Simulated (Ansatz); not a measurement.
# Ru (sc type): how the settings move a single-point run

Question: which choices in the input matter for Ru (sc type)?

Method: reference: DFT, PBEsol, PAW with Ansatz's default frozen-core files, scalar-relativistic, in Ansatz 0.2.0.

2 further runs of the same task are left out: 2 that didn't finish. Runs told in other sessions of the task aren't counted.

## (1) Starting point

The structure is cubic, space group Pm-3m (No. 221). Conventional cell: a = 2.254 Å, b = 2.254 Å, c = 2.254 Å, α = 90.00°, β = 90.00°, γ = 90.00°. Around Ru (site symmetry m-3m) lie 6 Ru at 2.25 Å.

Coordinates:

```
CELL_PARAMETERS angstrom
2.25407 0.00000 0.00000
0.00000 2.25407 0.00000
0.00000 0.00000 2.25407
ATOMIC_POSITIONS crystal
Ru 0.00000 0.00000 0.00000
```

## (2) The reference run

input.yaml

```yaml
crystal:
  lattice:
    - [2.2540683885, 0.0, 0.0]
    - [0.0, 2.2540683885, 0.0]
    - [0.0, 0.0, 2.2540683885]
  atoms:
    - { symbol: Ru, position: [0.0, 0.0, 0.0] }
kpoints:
  mp_grid: { grid: [15, 15, 15] }
scf:
  occupations: { method: fermi_dirac, width: 0.1 }
hamiltonian:
  xc: pbesol
  pseudopotentials: { kind: paw }
output:
  forces: true
  stress: true
  eigenvalues: true
  populations: true
  write_density: true
  write_potential: true
  elf: true
  volumetric_format: npy
```

Run with:

```
ansatz run input.yaml --threads 1 --pin off --max-ram 2048MiB --backend cpu --events-out ev --progress --plain --runs-dir out
```

## (3) Changed: mp_grid.grid [10, 10, 10]

input.yaml, as its differences from that of step 2:

```diff
@@ -8,3 +8,3 @@
 kpoints:
-  mp_grid: { grid: [15, 15, 15] }
+  mp_grid: { grid: [10, 10, 10] }
 scf:
@@ -19,5 +19 @@
   populations: true
-  write_density: true
-  write_potential: true
-  elf: true
-  volumetric_format: npy
```

**Question.** What will these runs give? Wanted: for each run, ending; energy change; pressure; gap; force.

The runs gave:

```
                         run     ending   energy change  pressure (GPa)  gap (eV)  force (eV/Å)  cycles    time
                   reference  converged               0           137.8      0.00          0.00       6   1.7 s
1: mp_grid.grid [10, 10, 10]  converged  +17.8 meV/atom           137.9      0.00          0.00       6  0.98 s
```

Times don't compare one to one where runs were asked for different outputs or read a saved state (see the inputs); cycles may leave out searches for a lower state.

Residual by cycle in the longest SCF loop of each run; runs are numbered as in the table. The quantity is the density residual dr2, in eV.

```
cycle  reference    run 1
    1      0.047   0.0485
    2     0.0114    0.012
    3     8.3e-5   8.5e-5
    4     4.0e-6   3.8e-6
    5     1.3e-7   1.2e-7
    6    5.8e-11  5.8e-11
```

What this shows: Changing the k-point mesh moves the energy by +17.8 meV/atom. Sampling errors of the energy have no fixed sign. The structure is not at rest: the sound run finds 138 GPa, so these are no properties of the relaxed crystal. 
